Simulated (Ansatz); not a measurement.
**C₂H₈BGeN: one species, many methods**

One table from this session's results is given with a row withheld; the runs are named, their logs left out.

The runs use Ansatz 0.2.0, Gaussian basis; functionals in def2-TZVPP, the program's frozen cores in correlated methods.

Plan: PBE-D4, r2SCAN-D4, PBE0-D4, B3LYP-D4, ωB97X-V, ωB97M-V, B2PLYP; CCSD(T)/def2-TZVPP; MP2/def2-QZVPP; extrapolation to the limit.

## The geometry

The geometry comes from an earlier relaxation with PBE0-D4 in a triple-zeta def2 set; it is a stationary point, not always the lowest conformer.

13 atoms, charge 0, spin multiplicity 1.

Atoms are counted from 1 here; the program's logs count them from 0.

Bond lengths: C1–C2 1.487 Å, C1–H6 1.092 Å, C1–H7 1.095 Å, C1–H8 1.099 Å, C2–N3 1.488 Å, C2–B4 1.562 Å, C2–Ge5 1.980 Å, N3–B4 1.581 Å, N3–H9 1.015 Å, N3–H10 1.013 Å, B4–Ge5 2.020 Å, B4–H11 1.190 Å, Ge5–H12 1.546 Å, Ge5–H13 1.530 Å. Angles: C2–C1–H6 109.3°, C2–C1–H7 112.8°, C2–C1–H8 111.8°, H6–C1–H7 107.4°, H6–C1–H8 106.9°, H7–C1–H8 108.2°, C1–C2–N3 119.3°, C1–C2–B4 140.0°, C1–C2–Ge5 140.0°, N3–C2–B4 62.4°, N3–C2–Ge5 98.1°, B4–C2–Ge5 68.4°, C2–N3–B4 61.1°, C2–N3–H9 120.2°, C2–N3–H10 114.4°, B4–N3–H9 126.2°, B4–N3–H10 114.4°, H9–N3–H10 111.6° and more.

As a file:

```xyz
13
charge 0, multiplicity 1
C    -1.1178    1.1865   -0.3348
C    -0.0990    0.1321   -0.0858
N    -0.0353   -0.5190    1.2505
B     0.0261   -1.4246   -0.0442
Ge    1.6541   -0.4773   -0.7751
H    -1.2047    1.3583   -1.4093
H    -0.8607    2.1438    0.1310
H    -2.1124    0.8866    0.0231
H     0.7361   -0.3197    1.8795
H    -0.9205   -0.5513    1.7430
H    -0.6691   -2.3813   -0.1733
H     2.8414    0.0455    0.0662
H     1.7820   -0.1143   -2.2560
```

The first run:

The input, in.yaml:

```yaml
crystal:
  periodic: [false, false, false]
  atoms:
    - {symbol: C, position_ang: [-1.117806, 1.186478, -0.334789]}
    - {symbol: C, position_ang: [-0.098959, 0.132130, -0.085753]}
    - {symbol: N, position_ang: [-0.035313, -0.518998, 1.250502]}
    - {symbol: B, position_ang: [0.026111, -1.424589, -0.044226]}
    - {symbol: Ge, position_ang: [1.654059, -0.477296, -0.775091]}
    - {symbol: H, position_ang: [-1.204724, 1.358303, -1.409291]}
    - {symbol: H, position_ang: [-0.860712, 2.143820, 0.130962]}
    - {symbol: H, position_ang: [-2.112413, 0.886628, 0.023069]}
    - {symbol: H, position_ang: [0.736111, -0.319681, 1.879502]}
    - {symbol: H, position_ang: [-0.920514, -0.551269, 1.742979]}
    - {symbol: H, position_ang: [-0.669102, -2.381350, -0.173289]}
    - {symbol: H, position_ang: [2.841445, 0.045521, 0.066177]}
    - {symbol: H, position_ang: [1.782016, -0.114296, -2.255951]}
basis:
  gaussian: {orbitals: def2-TZVPP}
hamiltonian: {xc: pbe, dispersion: d4}
output: {forces: true, orbitals: {seedname: orbitals}}
```

Started as:

```console
$ ansatz run in.yaml --threads 2 --pin off --events-out ev --progress --plain --max-ram 32768MiB --backend cuda --devices 0, --max-vram 18GiB
```

Steps of the session up to this table: PBE-D4 (GGA); r2SCAN-D4 (meta-GGA); PBE0-D4 (hybrid); B3LYP-D4 (hybrid); ωB97X-V (range-separated); ωB97M-V (range-separated); B2PLYP (double hybrid); CCSD(T) in def2-TZVPP; MP2 in def2-QZVPP.

One table of the session follows, with a row left open; its other results are not shown here.

```
            method  atomisation energy (eV)
            PBE-D4                   48.246
         r2SCAN-D4                   47.366
           PBE0-D4                   47.515
          B3LYP-D4                   47.104
           ωB97X-V                   47.353
           ωB97M-V                   47.245
            B2PLYP                   46.579
     HF/def2-TZVPP                        ?
    MP2/def2-TZVPP                   46.544
   CCSD/def2-TZVPP                   45.205
CCSD(T)/def2-TZVPP                   45.961
           MP2/CBS                   47.691
       CCSD(T)/CBS                   47.108
```

Q: Estimate the row for HF/def2-TZVPP from the others.

The run gave: atomisation energy (eV): 33.531. In the column «atomisation energy (eV)» it is the lowest.

Among the levels timed on like hardware and quicker than the yardstick, those that no quicker one beats, quickest first: B2PLYP (7 s, -0.529 eV); PBE0-D4 (9 s, +0.407 eV); ωB97M-V (9.5 s, +0.137 eV); B3LYP-D4 (13 s, -0.004 eV). Runs this short are mostly start-up, so their order is noise.

B2PLYP carry no dispersion term (for B3LYP, D4 adds 0.461 eV).
